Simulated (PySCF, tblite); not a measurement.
# C7H12BN: geometry, infrared bands, NMR shifts, electronic excitations and core binding energies

Wanted: the infrared bands, NMR shifts, electronic excitations and core binding energies of C7H12BN (`[BH3-][n+]1cccc(C)c1C`), by calculation.

The runs use tblite 0.8.0 and PySCF 2.14.0, with density-fitted response routines of our own; the level of theory stands in each step. All values are computed, except where a source is named. Atoms are numbered from 0 throughout.

### Step 1. The starting structure

21 atoms, charge 0, multiplicity 1; geometry from: force field or distance geometry start.

Bonds of the start (Å): B0–N1 1.53, N1–C2 1.35, C2–C3 1.37, C3–C4 1.37, C4–C5 1.38, C5–C6 1.47, C5–C7 1.37, C7–C8 1.49, C7–N1 1.36, B0–H9 1.20, B0–H10 1.21, B0–H11 1.19, C2–H12 1.09, C3–H13 1.07, C4–H14 1.11, C6–H15 1.11, C6–H16 1.13, C6–H17 1.11, C8–H18 1.10, C8–H19 1.11, C8–H20 1.10.

### Step 2. Relaxing the molecule with GFN2-xTB

The job: settings as JSON, then the geometry in Å.

```
{"job": {"kind": "relax", "xc": "GFN2-xTB", "basis": "xTB"}, "charge": 0, "multiplicity": 1}
B     -2.125700    -1.411400    -0.063300
N     -1.177100    -0.216000    -0.004800
C     -1.696400     1.025300    -0.041100
C     -0.896300     2.130500     0.003100
C      0.453800     1.944800     0.125200
C      1.012600     0.688900     0.166800
C      2.474600     0.549800     0.279900
C      0.170600    -0.388300     0.114200
C      0.792000    -1.746900     0.168100
H     -1.946600    -2.127100     0.885300
H     -3.252900    -0.994300     0.063900
H     -2.036300    -2.006200    -1.091400
H     -2.777200     1.170800    -0.118200
H     -1.338900     3.102200    -0.032000
H      1.068700     2.864400     0.161900
H      2.805700    -0.443800     0.651300
H      2.817900     1.314300     1.037500
H      2.887100     0.764200    -0.730400
H     -0.026700    -2.484300     0.167000
H      1.457000    -1.852200    -0.712600
H      1.325200    -1.867800     1.124000
```

Launch:

```bash
$ OMP_NUM_THREADS=1 python probes_run.py task.json out
```

The driver reads the jobs from task.json and runs them one after another.

**Question.** This job is followed by: GFN2-xTB harmonic vibrations, gas phase; PBE0-D3(BJ)/def2-SVP geometry optimisation, gas phase; GIAO PBE0/pcSseg-1 NMR shielding, non-relativistic, gas phase; TDDFT PBE0/def2-SVPD, vertical, gas phase, core orbitals frozen in the response; GIAO CAM-B3LYP/pcSseg-1 NMR shielding, non-relativistic, gas phase; delta-SCF UKS SCAN, pcX-2 on the ionised atom, pcseg-1 elsewhere, spin-free X2C. What will the session give for the following? strongest single infrared mode (GFN2-xTB); zero-point energy (GFN2-xTB); point group; rotational constants (main isotopes); ¹³C shifts against TMS (PBE0/pcSseg-1); ¹H shifts against TMS (PBE0/pcSseg-1, means over atoms taken as alike); ¹¹B shifts against BF3·OEt2 (PBE0/pcSseg-1); ¹⁵N shifts against NH3 (PBE0/pcSseg-1); surface potential, 1st and 99th percentile; lowest singlet (PBE0/def2-SVPD); brightest single state of those computed; lowest triplet; vertical electron affinity (ΔSCF); range of the shift of N1; property runs in this session.

**Answer**, as computed:

| quantity | value |
| --- | --- |
| strongest single infrared mode (GFN2-xTB) | 2451 cm⁻¹, 251 km/mol |
| zero-point energy (GFN2-xTB) | 108.6 kcal/mol |
| point group | Cs |
| rotational constants (main isotopes) | 2.28, 1.75, 1.01 GHz |
| ¹³C shifts against TMS (PBE0/pcSseg-1) | 163.8, 153.5, 144.4, 138.0, 125.3, 22.5, 20.6 ppm |
| ¹H shifts against TMS (PBE0/pcSseg-1, means over atoms taken as alike) | 9.03, 7.60, 7.06, 2.89, 2.85, 2.43 ppm |
| ¹¹B shifts against BF3·OEt2 (PBE0/pcSseg-1) | -16.7 ppm |
| ¹⁵N shifts against NH3 (PBE0/pcSseg-1) | 290.3 ppm |
| surface potential, 1st and 99th percentile | -1.75 V and 1.44 V |
| lowest singlet (PBE0/def2-SVPD) | 4.76 eV (261 nm), f = 0.001 |
| brightest single state of those computed | state 6, 6.22 eV, f = 0.175 |
| lowest triplet | 3.79 eV |
| vertical electron affinity (ΔSCF) | 0.01 eV |
| range of the shift of N1 | 290.3 to 297.4 ppm |
| property runs in this session | 4, of which 1 failed and 0 gave unsound results |

**Reading.** Relaxing lowered the energy by 0.419 eV in 166 steps; the close pair that moved most is C6–H16, from 1.130 to 1.087 Å (GFN2-xTB). No mode is imaginary among the 57: a minimum at this level. The strongest single mode, at 2451 cm⁻¹, moves mainly H10. Unscaled tight-binding wavenumbers are off by several per cent, some by more. Its intensities can rank the bands wrongly. Relaxing lowered the energy by 0.213 eV in 6 steps; the close pair that moved most is B0–H11, from 1.178 to 1.229 Å (PBE0/def2-SVP). At PBE0/pcSseg-1: The widest tensor belongs to N1: span 411 ppm, with a paramagnetic part of -359 ppm. NICS(1)zz of -26 ppm above the planar ring from N1 marks a diatropic (aromatic) ring current. At PBE0/pcSseg-1, counted by nearest atom on the grid, the HOMO lies on H9, H11 about 31 % each; B0 14 %, the LUMO on C4 23 %; N1 21 %. The lowest singlet, at 4.76 eV, is HOMO−1→LUMO 0.99 and is weak; of the 10 states computed, the strongest absorption comes from state 6 at 6.22 eV. The lowest triplet lies 0.97 eV below the lowest singlet (triplets in Tamm-Dancoff, singlets in full TDDFT). Across the 2 runs the shift of N1 moves most, between 290.3 (PBE0/pcSseg-1) and 297.4 ppm (CAM-B3LYP/pcSseg-1).
